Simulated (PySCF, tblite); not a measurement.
**C₅H₆O₄Si: geometry, infrared bands and NMR shifts**

Aim: predict the infrared bands and NMR shifts of C₅H₆O₄Si (`C=C[Si]1(C)OC(=O)C(=O)O1`).

The runs use tblite 0.8.0 and PySCF 2.14.0, with density-fitted response routines of our own; the level of theory stands in each step. All values are computed, except where a source is named. Atoms are numbered from 0 throughout.

**1. Starting geometry**

16 atoms, charge 0, multiplicity 1; geometry from: force field or distance geometry start.

Bonds of the start (Å): C0–C1 1.33, C1–Si2 1.85, Si2–C3 1.84, Si2–O4 1.74, O4–C5 1.38, C5–O6 1.29, C5–C7 1.42, C7–O8 1.28, C7–O9 1.39, O9–Si2 1.73, C0–H10 1.08, C0–H11 1.10, C1–H12 1.09, C3–H13 1.09, C3–H14 1.12, C3–H15 1.09.

**2. Relaxing the molecule with GFN2-xTB**

Job settings and geometry (Å):

```
{"job": {"kind": "relax", "xc": "GFN2-xTB", "basis": "xTB"}, "charge": 0, "multiplicity": 1}
C     -1.623800     1.831500    -0.408300
C     -1.499500     0.560800    -0.771300
Si    -0.157200    -0.432600     0.020700
C     -0.751300    -2.055700     0.664900
O      0.707600     0.496900     1.208600
C      1.924700     0.765300     0.619800
O      2.763800     1.574500     1.162700
C      2.191200     0.090200    -0.604300
O      3.275300     0.219500    -1.273300
O      1.171300    -0.743700    -1.040600
H     -0.944400     2.228200     0.331900
H     -2.410600     2.469300    -0.836400
H     -2.183500     0.121800    -1.501200
H     -1.817400    -2.051800     0.883300
H     -0.152300    -2.244000     1.598300
H     -0.501600    -2.821200    -0.066100
```

Started as:

```sh
> OMP_NUM_THREADS=1 python probes_run.py task.json out
```

The driver reads the jobs from task.json and runs them one after another.

**Question.** This job is followed by: GFN2-xTB harmonic vibrations, gas phase; GIAO PBE0/pcSseg-1 NMR shielding, non-relativistic, gas phase. What will the session give for the following? strongest single infrared mode (GFN2-xTB); zero-point energy (GFN2-xTB); 13C shifts against TMS (PBE0/pcSseg-1, means over atoms taken as alike); 1H shifts against TMS (PBE0/pcSseg-1, means over atoms taken as alike); 29Si shifts against TMS (PBE0/pcSseg-1); 17O shifts against H2O (PBE0/pcSseg-1, means over atoms taken as alike); surface potential, 1st and 99th percentile.

**Answer**, as computed:

```
                                                               quantity                         value
                              strongest single infrared mode (GFN2-xTB)         1843 cm⁻¹, 805 km/mol
                                           zero-point energy (GFN2-xTB)                 66.2 kcal/mol
13C shifts against TMS (PBE0/pcSseg-1, means over atoms taken as alike)  157.6, 149.7, 135.4, 0.9 ppm
 1H shifts against TMS (PBE0/pcSseg-1, means over atoms taken as alike)    6.81, 6.58, 6.20, 0.68 ppm
                                29Si shifts against TMS (PBE0/pcSseg-1)                       4.2 ppm
17O shifts against H2O (PBE0/pcSseg-1, means over atoms taken as alike)              468.8, 215.5 ppm
                                  surface potential, 1st and 99th percentile            -1.71 V and 2.11 V
```

What this shows: Over 117 steps the energy fell by 1.203 eV; of the close pairs, C5–C7 changed most, 1.423 to 1.542 Å. No mode is imaginary among the 42: a minimum at this level. The strongest single mode, at 1843 cm⁻¹, is carried by C7, C5, O8, O6. GFN2-xTB is a fitted tight-binding method: band positions and strengths are rough. Its intensities can rank the bands wrongly. At PBE0/pcSseg-1: The widest tensor belongs to O6, O8: span 758 ppm, with a paramagnetic part of -527 ppm. At PBE0/pcSseg-1, counted by nearest atom on the grid, the HOMO lies on O6, O8 about 34 % each; O4, O9 about 8 % each, the LUMO on C5, C7 about 23 % each; O6, O8 about 18 % each.
